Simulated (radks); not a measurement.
# W inside a hard spherical wall

What does compression do to the levels of W? A hard sphere of shrinking radius stands in for pressure; the configuration is held at [Xe] 4f14 5d4 6s2.

The numbers are computed with radks (a radial shooting solver on a logarithmic mesh, Libxc functionals) version 1 (scalar-relativistic Kohn-Sham, LDA (Slater exchange, Perdew-Wang correlation), spin-polarised, spherical densities, finite nucleus; open shells are filled with parallel spins first), except any that are marked as measured or tabulated.

**1. The system**

```
element            : tungsten (Z = 74)
charge             : 0
electrons          : 74
configuration      : [Xe] 4f14 5d4 6s2
nuclear rms radius : 5.3658 fm
```

The outer shells:

W
```
[Xe] core
4f [↑↓][↑↓][↑↓][↑↓][↑↓][↑↓][↑↓]
5d [↑ ][↑ ][↑ ][↑ ][  ]
6s [↑↓]
```

In the logs a row gives level, spin channel, occupation and eigenvalue; Etot, Ekin, Encl (electron-nucleus), Eh (Hartree) and Exc are energies, all in hartree; err is the last residual, it the number of iterations.

**2. The free atom**

Settings of this run:

```text
Z 74
configuration [Xe] 4f14 5d4 6s2 6p0 7s0 5f0
relativity scalar-relativistic
functional lda,pw
spin polarised
nucleus finite rms 5.3658 fm
c 137.035999084
```

What it wrote:

```text
1s      1   1.0000       -2550.81547647
2s      1   1.0000        -440.33323192
2p      1   3.0000        -385.35717269
3s      1   1.0000        -101.38505339
3p      1   3.0000         -85.09725281
3d      1   5.0000         -66.29568515
4s      1   1.0000         -20.88194677
4p      1   3.0000         -15.53441824
4d      1   5.0000          -8.74711623
4f      1   7.0000          -1.22447526
5s      1   1.0000          -2.92632748
5p      1   3.0000          -1.61535007
5d      1   4.0000          -0.19917402
6s      1   1.0000          -0.23512320
6p      1   0.0000          -0.06176614
7s      1   0.0000          -0.00232582
5f      1   0.0000           0.00027128
1s      2   1.0000       -2550.81545346
2s      2   1.0000        -440.32754805
2p      2   3.0000        -385.35246418
3s      2   1.0000        -101.38273075
3p      2   3.0000         -85.09476244
3d      2   5.0000         -66.29173753
4s      2   1.0000         -20.87658460
4p      2   3.0000         -15.52899308
4d      2   5.0000          -8.74037852
4f      2   7.0000          -1.21080770
5s      2   1.0000          -2.87424121
5p      2   3.0000          -1.54822266
5d      2   0.0000          -0.12357024
6s      2   1.0000          -0.18671612
6p      2   0.0000          -0.04210244
7s      2   0.0000          -0.00086066
5f      2   0.0000           0.00027128
Etot -16130.65501280241
Ekin 17762.6100777381
Encl -39886.50997747322
Eh 6306.595083966451
Exc -313.3501970337378
err 1.4470433091138764e-08
it 15
```

6s down is the highest filled level (-5.081 eV).

Sizes of the orbitals, from the radial functions (bohr):

```
  level  occupation  energy (eV)    <r>  outermost maximum (interpolated)  90 % within  nodes
  6s up           1       -6.398  3.092                              2.61         4.58      5
  5d up           4       -5.420  2.036                              1.50         3.26      2
6s down           1       -5.081  3.300                              2.72         4.95      5
5d down           0       -3.363  2.165                              1.50         3.59      2
  6p up           0       -1.681  4.532                              3.62         6.95      4
6p down           0       -1.146  5.079                              3.99         7.87      4
  7s up           0       -0.063  14.16                              9.13         24.2      6
7s down           0       -0.023  19.37                              10.4         35.4      6
```

Radial density 4πr²ρ:

```
r (bohr)  4πr²ρ (e/bohr)
0.000796           5.382
 0.00129           11.24
 0.00206           22.17
 0.00333           41.15
 0.00538           68.02
 0.00863           93.49
  0.0140           100.5
  0.0225           90.01
  0.0361           108.0
  0.0584           136.0
  0.0944           106.1
   0.151           124.0
   0.245           75.52
   0.395           75.28
   0.634           42.51
    1.02           16.70
    1.65           6.116
    2.65           1.940
    4.29          0.4677
    6.93         0.02539
```

**3. Wall at 20 bohr**

Input: that of step 2 with these lines changed.

```diff
@@ -6,2 +6,3 @@
 nucleus finite rms 5.3658 fm
+wall 20 bohr
 c 137.035999084
```

What it wrote:

```text
1s      1   1.0000       -2550.81547646
2s      1   1.0000        -440.33323191
2p      1   3.0000        -385.35717267
3s      1   1.0000        -101.38505338
3p      1   3.0000         -85.09725280
3d      1   5.0000         -66.29568513
4s      1   1.0000         -20.88194676
4p      1   3.0000         -15.53441823
4d      1   5.0000          -8.74711622
4f      1   7.0000          -1.22447524
5s      1   1.0000          -2.92632747
5p      1   3.0000          -1.61535005
5d      1   4.0000          -0.19917400
6s      1   1.0000          -0.23512319
6p      1   0.0000          -0.06176377
7s      1   0.0000           0.00107027
5f      1   0.0000           0.05520008
1s      2   1.0000       -2550.81545345
2s      2   1.0000        -440.32754803
2p      2   3.0000        -385.35246417
3s      2   1.0000        -101.38273074
3p      2   3.0000         -85.09476242
3d      2   5.0000         -66.29173752
4s      2   1.0000         -20.87658458
4p      2   3.0000         -15.52899306
4d      2   5.0000          -8.74037851
4f      2   7.0000          -1.21080769
5s      2   1.0000          -2.87424120
5p      2   3.0000          -1.54822265
5d      2   0.0000          -0.12357023
6s      2   1.0000          -0.18671611
6p      2   0.0000          -0.04208939
7s      2   0.0000           0.00409200
5f      2   0.0000           0.05521022
Etot -16130.655012814745
Ekin 17762.61007790921
Encl -39886.509978646376
Eh 6306.595084968638
Exc -313.3501970462141
err 1.4470344635424058e-08
it 15
```

Energy against step 2 (the free atom): -0.000 eV. Highest occupied level: 6s down at -5.081 eV.

**4. Wall at 7 bohr**

Input: that of step 3 with these lines changed.

```diff
@@ -6,3 +6,3 @@
 nucleus finite rms 5.3658 fm
-wall 20 bohr
+wall 7 bohr
 c 137.035999084
```

What it wrote:

```text
1s      1   1.0000       -2550.79441626
2s      1   1.0000        -440.31234874
2p      1   3.0000        -385.33628081
3s      1   1.0000        -101.36427531
3p      1   3.0000         -85.07647361
3d      1   5.0000         -66.27489976
4s      1   1.0000         -20.86117239
4p      1   3.0000         -15.51364197
4d      1   5.0000          -8.72634331
4f      1   7.0000          -1.20375065
5s      1   1.0000          -2.90580966
5p      1   3.0000          -1.59512644
5d      1   4.0000          -0.18097343
6s      1   1.0000          -0.21786601
6p      1   0.0000          -0.02207428
7s      1   0.0000           0.24457715
5f      1   0.0000           0.32031387
1s      2   1.0000       -2550.79440980
2s      2   1.0000        -440.30668720
2p      2   3.0000        -385.33159196
3s      2   1.0000        -101.36196859
3p      2   3.0000         -85.07399951
3d      2   5.0000         -66.27097113
4s      2   1.0000         -20.85583948
4p      2   3.0000         -15.50824824
4d      2   5.0000          -8.71964331
4f      2   7.0000          -1.19013802
5s      2   1.0000          -2.85386784
5p      2   3.0000          -1.52821143
5d      2   0.0000          -0.10537155
6s      2   1.0000          -0.16778876
6p      2   0.0000           0.00809321
7s      2   0.0000           0.27102478
5f      2   0.0000           0.33765177
Etot -16130.640796930284
Ekin 17762.721011586174
Encl -39888.09208227261
Eh 6308.105519640119
Exc -313.37524588396695
err 1.0436467765757496e-08
it 14
```

Energy against step 2 (the free atom): +0.387 eV. Highest occupied level: 6s down at -4.566 eV.

**5. Wall at 4 bohr**

Input: that of step 4 with these lines changed.

```diff
@@ -6,3 +6,3 @@
 nucleus finite rms 5.3658 fm
-wall 7 bohr
+wall 4 bohr
 c 137.035999084
```

What it wrote:

```text
1s      1   1.0000       -2550.50604718
2s      1   1.0000        -440.02693160
2p      1   3.0000        -385.05052481
3s      1   1.0000        -101.08402715
3p      1   3.0000         -84.79619065
3d      1   5.0000         -65.99405229
4s      1   1.0000         -20.58238345
4p      1   3.0000         -15.23484227
4d      1   5.0000          -8.44774539
4f      1   7.0000          -0.92791910
5s      1   1.0000          -2.64302228
5p      1   3.0000          -1.34486668
5d      1   4.0000           0.06072914
6s      1   1.0000           0.10757391
6p      1   0.0000           0.47823893
7s      1   0.0000           1.76366262
5f      1   0.0000           0.99274768
1s      2   1.0000       -2550.50606054
2s      2   1.0000        -440.02072670
2p      2   3.0000        -385.04538187
3s      2   1.0000        -101.08151262
3p      2   3.0000         -84.79349069
3d      2   5.0000         -65.98975262
4s      2   1.0000         -20.57655117
4p      2   3.0000         -15.22895021
4d      2   5.0000          -8.44042994
4f      2   7.0000          -0.91299289
5s      2   1.0000          -2.58644568
5p      2   3.0000          -1.27276821
5d      2   0.0000           0.14466595
6s      2   1.0000           0.17447174
6p      2   0.0000           0.53496204
7s      2   0.0000           1.82035352
5f      2   0.0000           1.05803557
Etot -16130.043377583526
Ekin 17765.415570362526
Encl -39909.81019013742
Eh 6328.125095633773
Exc -313.77385344240554
err 1.5940310406715793e-09
it 15
```

E − E(step 2, the free atom) = +16.643 eV. Highest occupied level: 6s down at 4.748 eV.

**6. Wall at 3 bohr**

Input: that of step 5 with these lines changed.

```diff
@@ -6,3 +6,3 @@
 nucleus finite rms 5.3658 fm
-wall 4 bohr
+wall 3 bohr
 c 137.035999084
```

What it wrote:

```text
1s      1   1.0000       -2550.01622898
2s      1   1.0000        -439.54861768
2p      1   3.0000        -384.57075059
3s      1   1.0000        -100.62448359
3p      1   3.0000         -84.33649639
3d      1   5.0000         -65.53238139
4s      1   1.0000         -20.13043302
4p      1   3.0000         -14.78326055
4d      1   5.0000          -7.99741196
4f      1   7.0000          -0.48768788
5s      1   1.0000          -2.25113039
5p      1   3.0000          -0.97397283
5d      1   4.0000           0.50298503
6s      1   1.0000           0.91152655
6p      1   0.0000           1.56516607
7s      1   0.0000           4.37959096
5f      1   0.0000           1.87594398
1s      2   1.0000       -2550.01615082
2s      2   1.0000        -439.54045598
2p      2   3.0000        -384.56395519
3s      2   1.0000        -100.62105843
3p      2   3.0000         -84.33282246
3d      2   5.0000         -65.52663819
4s      2   1.0000         -20.12259717
4p      2   3.0000         -14.77536106
4d      2   5.0000          -7.98768540
4f      2   7.0000          -0.46833272
5s      2   1.0000          -2.18136113
5p      2   3.0000          -0.88861883
5d      2   0.0000           0.59971674
6s      2   1.0000           0.98926665
6p      2   0.0000           1.63479021
7s      2   0.0000           4.44881249
5f      2   0.0000           1.96418261
Etot -16127.994859244754
Ekin 17773.23875549575
Encl -39946.94191210069
Eh 6360.220321986164
Exc -314.512024625981
err 7.210964069218753e-09
it 15
```

Energy against step 2 (the free atom): +72.386 eV. The top filled level is 6s down, 26.919 eV.

**7. Wall at 2.5 bohr**

Input: that of step 6 with these lines changed.

```diff
@@ -6,3 +6,3 @@
 nucleus finite rms 5.3658 fm
-wall 3 bohr
+wall 2.5 bohr
 c 137.035999084
```

What it wrote:

```text
1s      1   1.0000       -2549.40016905
2s      1   1.0000        -438.95733568
2p      1   3.0000        -383.97647527
3s      1   1.0000        -100.06703706
3p      1   3.0000         -83.77875586
3d      1   5.0000         -64.97127224
4s      1   1.0000         -19.59241126
4p      1   3.0000         -14.24697921
4d      1   5.0000          -7.46477269
4f      1   7.0000           0.02705785
5s      1   1.0000          -1.81747876
5p      1   3.0000          -0.53335051
5d      1   4.0000           1.08273469
6s      1   1.0000           2.11861207
6p      1   0.0000           3.06471499
7s      1   0.0000           7.60987028
5f      1   0.0000           2.86597254
1s      2   1.0000       -2549.39993730
2s      2   1.0000        -438.94635512
2p      2   3.0000        -383.96729663
3s      2   1.0000        -100.06214021
3p      2   3.0000         -83.77351936
3d      2   5.0000         -64.96333086
4s      2   1.0000         -19.58148797
4p      2   3.0000         -14.23601634
4d      2   5.0000          -7.45147004
4f      2   7.0000           0.05220190
5s      2   1.0000          -1.73395258
5p      2   3.0000          -0.43570244
5d      2   0.0000           1.19001546
6s      2   1.0000           2.20126790
6p      2   0.0000           3.14094247
7s      2   0.0000           7.68579596
5f      2   0.0000           2.96581955
Etot -16124.292128382262
Ekin 17786.9311859439
Encl -39993.86438004489
Eh 6398.099638811899
Exc -315.4585730931694
err 1.3886213497878786e-08
it 14
```

E − E(step 2, the free atom) = +173.143 eV. The top filled level is 6s down, 59.900 eV.

**8. Wall at 2 bohr**

Input: that of step 7 with these lines changed.

```diff
@@ -6,3 +6,3 @@
 nucleus finite rms 5.3658 fm
-wall 2.5 bohr
+wall 2 bohr
 c 137.035999084
```

What it wrote:

```text
1s      1   1.0000       -2547.99683708
2s      1   1.0000        -437.62823692
2p      1   3.0000        -382.63867998
3s      1   1.0000         -98.83184722
3p      1   3.0000         -82.54289566
3d      1   5.0000         -63.72599289
4s      1   1.0000         -18.44188720
4p      1   3.0000         -13.10650160
4d      1   5.0000          -6.34074571
4f      1   7.0000           1.10932022
5s      1   1.0000          -0.88263258
5p      1   3.0000           0.51101994
5d      1   4.0000           2.46614471
6s      1   1.0000           5.18149261
6p      1   0.0000           6.61124110
7s      1   0.0000          14.67630860
5f      1   0.0000           4.93291875
1s      2   1.0000       -2547.99623092
2s      2   1.0000        -437.61010311
2p      2   3.0000        -382.62346215
3s      2   1.0000         -98.82276981
3p      2   3.0000         -82.53325205
3d      2   5.0000         -63.71214188
4s      2   1.0000         -18.42268918
4p      2   3.0000         -13.08742703
4d      2   5.0000          -6.31826327
4f      2   7.0000           1.14647610
5s      2   1.0000          -0.77919380
5p      2   3.0000           0.62542554
5d      2   0.0000           2.58732522
6s      2   1.0000           5.26897129
6p      2   0.0000           6.69474511
7s      2   0.0000          14.75961525
5f      2   0.0000           5.04436612
Etot -16112.855067146103
Ekin 17826.99766304028
Encl -40101.062531647745
Eh 6478.837576842634
Exc -317.627775381273
err 1.4276840098436832e-08
it 14
```

E − E(step 2, the free atom) = +484.361 eV. Highest occupied level: 6s down at 143.38 eV.

**9. What came out**

```
R (bohr)  E − E(free) (eV)  ε(5d) (eV)  ε(6p, empty) (eV)  ε(7s, empty) (eV)  ε(5f, empty) (eV)  pressure (GPa)
    free             0.000      -5.420             -1.681             -0.063                  -               0
      20            -0.000      -5.420             -1.681              0.029              1.502        < 0.0001
       7             0.387      -4.925             -0.601              6.655              8.716           0.823
       4            16.643       1.653             13.014             47.992             27.014             122
       3            72.386      13.687             42.590             119.17             51.047            1122
     2.5            173.14      29.463             83.395             207.08             77.987            4480
       2            484.36      67.107             179.90             399.36             134.23           23474
```

**Reading.** Eigenvalues are for spin up. At the tightest wall, 2 bohr, the energy stands 484.36 eV above the free atom and the pressure, −dE/dV, is 23474 GPa. Of the levels in the table that exist at both ends, 7s (empty) rises most from the free atom (399.43 eV). From R = 4 bohr inwards the highest occupied level lies above zero, pushed up by confinement. Shells are not refilled when levels cross, and a hard wall is a model, not a crystal.
